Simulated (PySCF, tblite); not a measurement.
# CH₈F₂SSi₃: geometry, infrared bands and NMR shifts

What infrared bands and NMR shifts should CH₈F₂SSi₃ (`FC[SiH2][Si@@H](F)S[SiH3]`) show?

Computed with tblite 0.8.0 and PySCF 2.14.0, with density-fitted response routines of our own, on a single molecule in the gas phase. Atoms count from 0, in the outputs and in this text.

**1. The molecule as given**

15 atoms, charge 0, multiplicity 1; geometry from: force field or distance geometry start.

Bonds of the start (Å): F0–C1 1.39, C1–Si2 1.87, Si2–Si3 2.22, Si3–F4 1.67, Si3–S5 2.15, S5–Si6 2.16, C1–H7 1.12, C1–H8 1.09, Si2–H9 1.48, Si2–H10 1.47, Si3–H11 1.47, Si6–H12 1.47, Si6–H13 1.48, Si6–H14 1.48.

**2. Relaxing the molecule with GFN2-xTB**

Job settings and geometry (Å):

```
{"job": {"kind": "relax", "xc": "GFN2-xTB", "basis": "xTB"}, "charge": 0, "multiplicity": 1}
F     -3.246400     0.611200     1.319000
C     -2.900200    -0.308100     0.340000
Si    -1.576300     0.349900    -0.799700
Si     0.247500    -0.854300    -0.395600
F      1.052400    -1.024900    -1.847600
S      1.493000     0.268800     0.948500
Si     3.325500     0.669500    -0.112500
H     -2.504800    -1.204500     0.876200
H     -3.756700    -0.607000    -0.260400
H     -1.972800     0.222500    -2.214800
H     -1.319900     1.748100    -0.424400
H     -0.065800    -2.181800     0.156500
H      4.427800    -0.122800     0.447700
H      3.092300     0.338000    -1.536900
H      3.699900     2.103300    -0.023600
```

Started as:

```
OMP_NUM_THREADS=1 python probes_run.py task.json out
```

One launch serves the whole session: the jobs run in the order shown.

**Question.** This job is followed by: GFN2-xTB harmonic vibrations, gas phase; GIAO PBE0/pcSseg-1 NMR shielding, non-relativistic, gas phase. Predict these results of the whole session: strongest single infrared mode (GFN2-xTB); zero-point energy (GFN2-xTB); 13C shifts against TMS (PBE0/pcSseg-1); 1H shifts against TMS (PBE0/pcSseg-1, means over atoms taken as alike); 19F shifts against CFCl3 (PBE0/pcSseg-1); 29Si shifts against TMS (PBE0/pcSseg-1); 33S shifts against CS2 (PBE0/pcSseg-1).

**Answer**, as computed:

```
                                                              quantity                                   value
                             strongest single infrared mode (GFN2-xTB)                    602 cm⁻¹, 564 km/mol
                                          zero-point energy (GFN2-xTB)                           52.2 kcal/mol
                                13C shifts against TMS (PBE0/pcSseg-1)                                76.6 ppm
1H shifts against TMS (PBE0/pcSseg-1, means over atoms taken as alike)  6.23, 5.26, 5.11, 4.80, 4.04, 4.00 ppm
                              19F shifts against CFCl3 (PBE0/pcSseg-1)                      -193.1, -290.6 ppm
                               29Si shifts against TMS (PBE0/pcSseg-1)                  32.2, -58.3, -74.8 ppm
                                33S shifts against CS2 (PBE0/pcSseg-1)                                -239 ppm
```

**Reading.** Over 230 steps the energy fell by 0.557 eV; of the close pairs, Si2–Si3 changed most, 2.223 to 2.308 Å. No mode is imaginary among the 39: a minimum at this level. The strongest single mode, at 602 cm⁻¹, moves mainly H11. Unscaled tight-binding wavenumbers are off by several per cent, some by more. Its intensities can rank the bands wrongly. At PBE0/pcSseg-1: The widest tensor belongs to S5: span 273 ppm, with a paramagnetic part of -319 ppm.
